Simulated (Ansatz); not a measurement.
# CH5BFN: the cost of one run

Program: Ansatz 0.2.0. Level of theory: RKS PBE0/6-31G. These are calculated values, not measurements.

1 further run of the same task is left out (for a known fault of the program).

## 1. The structure to begin with

Bond lengths: C1–B2 1.539 Å, B2–N3 1.505 Å, B2–F4 1.438 Å, C1–H5 1.116 Å, C1–H6 1.129 Å, C1–H7 1.137 Å, N3–H8 1.106 Å, N3–H9 1.094 Å. Angles: C1–B2–N3 120.8°, C1–B2–F4 119.9°, N3–B2–F4 119.2°, B2–C1–H5 113.0°, B2–C1–H6 114.8°, B2–C1–H7 110.0°, H5–C1–H6 108.8°, H5–C1–H7 105.0°, H6–C1–H7 104.4°, B2–N3–H8 106.0°, B2–N3–H9 111.0°, H8–N3–H9 102.8°.

Coordinates:

```xyz
9

C    -0.3525    0.9075   -0.5106
B    -0.0593   -0.5853   -0.2797
N     0.2830   -1.0994    1.0923
F    -0.0323   -1.4915   -1.3954
H     0.3108    1.3673   -1.2810
H    -0.3249    1.5444    0.4213
H    -1.4075    1.0395   -0.9131
H     1.3307   -1.4491    1.0348
H     0.3405   -0.2797    1.8143
```

## 2. Preparing the start

The input, input.yaml:

```yaml
crystal:
  periodic: [false, false, false]
  atoms:
    - { symbol: C, position_ang: [-0.3525, 0.9075, -0.5106] }
    - { symbol: B, position_ang: [-0.0593, -0.5853, -0.2797] }
    - { symbol: "N", position_ang: [0.283, -1.0994, 1.0923] }
    - { symbol: F, position_ang: [-0.0323, -1.4915, -1.3954] }
    - { symbol: H, position_ang: [0.3108, 1.3673, -1.281] }
    - { symbol: H, position_ang: [-0.3249, 1.5444, 0.4213] }
    - { symbol: H, position_ang: [-1.4075, 1.0395, -0.9131] }
    - { symbol: H, position_ang: [1.3307, -1.4491, 1.0348] }
    - { symbol: H, position_ang: [0.3405, -0.2797, 1.8143] }
basis:
  gaussian: { orbitals: "6-31G" }
hamiltonian:
  xc: pbe0
relax:
  f_tol: 0.02
  max_steps: 40
output:
  orbitals: {}
```

Run with:

```
ansatz run input.yaml --threads 1 --pin off --max-ram 2048MiB --backend cpu --events-out ev --progress --plain --runs-dir out
```

Q: Estimate wall time and peak memory on 1 thread of Arm Neoverse V2, shared host.

About 19 s, with a peak of 0.15 GiB.
